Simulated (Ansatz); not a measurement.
# SiAsH₃+ (quartet): from Hartree-Fock to the top rungs, cc-pVDZ

The task here is to estimate one member of a computed series from the others.

Program: Ansatz 0.2.0, Gaussian basis. Level of theory: cc-pVDZ, core rule «outside noble gas», up to 19 orbitals frozen. These are calculated values, not measurements.

The runs, in order: UHF; CCSD(T) on ROHF; CCSD(T) on UHF; BCCD(T) on ROHF; CISD; CCSDT(Q) on ROHF; CCSDT(Q) on UHF.

23 further runs of the same task are left out: 2 for a known fault of the program, 13 that didn't finish, 8 set aside as unsound or not needed.

**The geometry**

The geometry is a PBE0/def2-TZVP stationary point (not a proven minimum) of the parent state, kept for this charge and spin. No spin-orbit coupling is included. The filled d shell of As may be among the frozen orbitals whatever the setting's name suggests; the logs give the count.

5 atoms, charge 1, spin multiplicity 4.

Atoms are counted from 1 here; the program's logs count them from 0.

Bond lengths: Si1–As2 2.357 Å, Si1–H3 1.488 Å, Si1–H4 1.488 Å, Si1–H5 1.488 Å. Angles: As2–Si1–H3 110.3°, As2–Si1–H4 110.3°, As2–Si1–H5 110.3°, H3–Si1–H4 108.7°, H3–Si1–H5 108.7°, H4–Si1–H5 108.7°.

Coordinates:

```xyz
5

Si   -1.6505   -0.0115    0.0041
As    0.7062    0.0049   -0.0018
H    -2.1759    1.3811    0.0075
H    -2.1583   -0.7150    1.2136
H    -2.1644   -0.7115   -1.2049
```

The first run:

The input, in.yaml:

```yaml
crystal:
  periodic: [false, false, false]
  atoms:
    - {symbol: Si, position_ang: [-1.650542, -0.011519, 0.004128]}
    - {symbol: As, position_ang: [0.706158, 0.004928, -0.001766]}
    - {symbol: H, position_ang: [-2.175948, 1.381149, 0.007507]}
    - {symbol: H, position_ang: [-2.158302, -0.715039, 1.213602]}
    - {symbol: H, position_ang: [-2.164376, -0.711463, -1.204855]}
basis:
  gaussian: {orbitals: cc-pVDZ}
total_charge: 1
magnetization: {spin_polarized: true, initial_magnetization: 3}
hamiltonian: {xc: hf}
output: {orbitals: {seedname: orbitals}}
```

Launch:

```console
$ ansatz run in.yaml --threads 1 --pin off --events-out ev --progress --plain --max-ram 2393MiB
```

Among the steps run: UHF; CCSD(T) on ROHF; CCSD(T) on UHF; BCCD(T) on ROHF; CISD; CCSDT(Q) on ROHF; CCSDT(Q) on UHF.

One table of the session follows, with a row left open; its other results are not shown here.

It belongs to the step «Misses and costs». 

| method | from UCCSDT(Q) (kcal/mol) |
| --- | --- |
| ROHF | +124.01 |
| UHF | +122.79 |
| RMP2 | +28.26 |
| UMP2 | +27.92 |
| CISD | +12.16 |
| RCCSD | +3.93 |
| UCCSD | ? |
| RCCSD(T) | +1.15 |
| UCCSD(T) | +0.77 |
| BCCD(T) | +1.14 |
| RCCSDT | +0.50 |
| UCCSDT | +0.12 |
| RCCSDT(Q) | +0.39 |
| UCCSDT(Q) | 0 |

Estimate the missing values for UCCSD.

As computed: from UCCSDT(Q) (kcal/mol): +3.53. In the column «from UCCSDT(Q) (kcal/mol)» it lies between RCCSD(T) (+1.15) and RCCSD (+3.93).

To keep in mind: Restricted and unrestricted rows rest on different reference determinants; where their highest levels disagree by more than a few hundredths of an eV, they describe different states and don't form one ladder.
